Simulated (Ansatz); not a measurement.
# HfO2: a single-point run

The task is a single-point run on HfO2. The structure is shown as the input types it.

Program: Ansatz 0.2.0. Level of theory: density functional or hybrid calculation with the settings of its input, plane waves (as first typed). These are calculated values, not measurements.

4 further runs of the same task are left out: 4 that didn't finish.

## 1. The starting structure

It takes space group Fm-3m (No. 225, cubic). The conventional cell has a = 5.058 Å, b = 5.058 Å, c = 5.058 Å, α = 90.00°, β = 90.00°, γ = 90.00°. Hf (site symmetry m-3m) has 8 O at 2.19 Å as nearest neighbours. O (site symmetry -43m) is surrounded by 4 Hf at 2.19 Å.

Structure file:

```cif
data_structure
_symmetry_space_group_name_H-M 'P 1'
_symmetry_Int_Tables_number 1
_cell_length_a 3.5768
_cell_length_b 3.5768
_cell_length_c 3.5768
_cell_angle_alpha 60.000
_cell_angle_beta 60.000
_cell_angle_gamma 60.000
_cell_volume 32.36
loop_
_atom_site_label
_atom_site_type_symbol
_atom_site_fract_x
_atom_site_fract_y
_atom_site_fract_z
_atom_site_occupancy
Hf1 Hf 0.00000 0.00000 0.00000 1
O1 O 0.25000 0.25000 0.25000 1
O2 O 0.75000 0.75000 0.75000 1
```

## 2. Input and run

File input.yaml:

```yaml
crystal:
  lattice:
    - [0.0, 2.5291823181, 2.5291823181]
    - [2.5291823181, 0.0, 2.5291823181]
    - [2.5291823181, 2.5291823181, 0.0]
  atoms:
    - { symbol: Hf, position: [0.0, 0.0, 0.0] }
    - { symbol: O, position: [0.25, 0.25, 0.25] }
    - { symbol: O, position: [0.75, 0.75, 0.75] }
kpoints:
  mp_grid: { grid: [6, 6, 6] }
hamiltonian:
  xc: pw91
scf:
  occupations: { method: fixed }
  n_extra_bands: 4
output:
  forces: true
  stress: true
  eigenvalues: true
```

Run with:

```sh
$ ansatz run input.yaml --threads 4 --pin off --max-ram 3686MiB --backend cpu --events-out ev --progress --plain --runs-dir out
```

Q: Will this input give a usable result? If not, why, and what should change?

The program refused the input before any cycle. It says: «line 13 column 7: hamiltonian.xc: unknown variant `pw91`, expected one of `lda`, `lda-pw`, `pw92`, `pbe`, `pbesol`, `rpbe`, `revpbe`, `blyp`, ...»

The suspect setting: hamiltonian.xc is pw91. The method's name matches nothing in the program's list.

The cure: set hamiltonian.xc to r2scan. Any name on the list would pass the check; a listed functional of a like name need not be the same functional.
